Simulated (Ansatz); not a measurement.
# CH₅ClGeS: small, medium and large basis sets

An exercise on one series of results from a longer session: the logs are not shown, and one member is left open.

The runs use Ansatz 0.2.0, Gaussian basis; one geometry, several basis sets.

The runs, in order: PBE0-D4/def2-SVP; ωB97M-V/def2-SVP; PBE0-D4/def2-QZVPP; ωB97M-V/def2-QZVPP; the functionals' def2-TZVPP values are taken from earlier runs.

## Structure used throughout

The geometry comes from an earlier relaxation with PBE0-D4 in a triple-zeta def2 set; it is a stationary point, not always the lowest conformer.

SMILES `C[S][GeH2][Cl]`, 9 atoms, charge 0, spin multiplicity 1.

Atoms are counted from 1 here; the program's logs count them from 0.

Bond lengths: C1–S2 1.815 Å, C1–H5 1.089 Å, C1–H6 1.090 Å, C1–H7 1.090 Å, S2–Ge3 2.193 Å, Ge3–Cl4 2.164 Å, Ge3–H8 1.531 Å, Ge3–H9 1.535 Å. Angles: S2–C1–H5 110.8°, S2–C1–H6 111.3°, S2–C1–H7 106.4°, H5–C1–H6 110.2°, H5–C1–H7 109.0°, H6–C1–H7 109.0°, C1–S2–Ge3 99.2°, S2–Ge3–Cl4 109.8°, S2–Ge3–H8 108.5°, S2–Ge3–H9 111.5°, Cl4–Ge3–H8 108.0°, Cl4–Ge3–H9 104.8°, H8–Ge3–H9 114.1°.

Geometry (Å):

```xyz
9

C    -0.0581    1.2493   -0.9164
S     1.3112    0.1402   -0.4824
Ge    0.2730   -1.1530    0.9526
Cl   -1.3371   -2.2050   -0.0393
H    -0.8788    0.6918   -1.3663
H    -0.4104    1.8028   -0.0460
H     0.3363    1.9539   -1.6481
H     1.2660   -2.1940    1.4753
H    -0.4137   -0.3322    2.0534
```

Set-up of the first run:

The input, in.yaml:

```yaml
crystal:
  periodic: [false, false, false]
  atoms:
    - {symbol: C, position_ang: [-0.058060, 1.249306, -0.916368]}
    - {symbol: S, position_ang: [1.311200, 0.140235, -0.482433]}
    - {symbol: Ge, position_ang: [0.273017, -1.152966, 0.952557]}
    - {symbol: Cl, position_ang: [-1.337069, -2.205039, -0.039296]}
    - {symbol: H, position_ang: [-0.878815, 0.691768, -1.366302]}
    - {symbol: H, position_ang: [-0.410425, 1.802751, -0.045985]}
    - {symbol: H, position_ang: [0.336318, 1.953879, -1.648100]}
    - {symbol: H, position_ang: [1.265958, -2.194016, 1.475302]}
    - {symbol: H, position_ang: [-0.413723, -0.332217, 2.053426]}
basis:
  gaussian: {orbitals: def2-SVP}
hamiltonian: {xc: pbe0, dispersion: d4}
output: {orbitals: {seedname: orbitals}}
```

Among the steps run: PBE0-D4 in def2-SVP; ωB97M-V in def2-SVP; PBE0-D4 in def2-QZVPP; ωB97M-V in def2-QZVPP.

One of the session's tables, all rows but one given; the rest of the session is left out.

It belongs to the step «Density functionals: the series». 

```
functional       basis  HOMO (eV)  LUMO (eV)
   PBE0-D4    def2-SVP      -7.14      -0.13
   PBE0-D4  def2-TZVPP          ?          ?
   PBE0-D4  def2-QZVPP      -7.25      -0.61
   ωB97M-V    def2-SVP      -9.28       1.93
   ωB97M-V  def2-TZVPP      -9.41       1.46
   ωB97M-V  def2-QZVPP      -9.44       1.14
```

Q: Estimate the row for PBE0-D4, def2-TZVPP from the others.

The run gave: HOMO (eV): -7.22; LUMO (eV): -0.47. In the column «HOMO (eV)» it lies between PBE0-D4, def2-QZVPP (-7.25) and PBE0-D4, def2-SVP (-7.14).
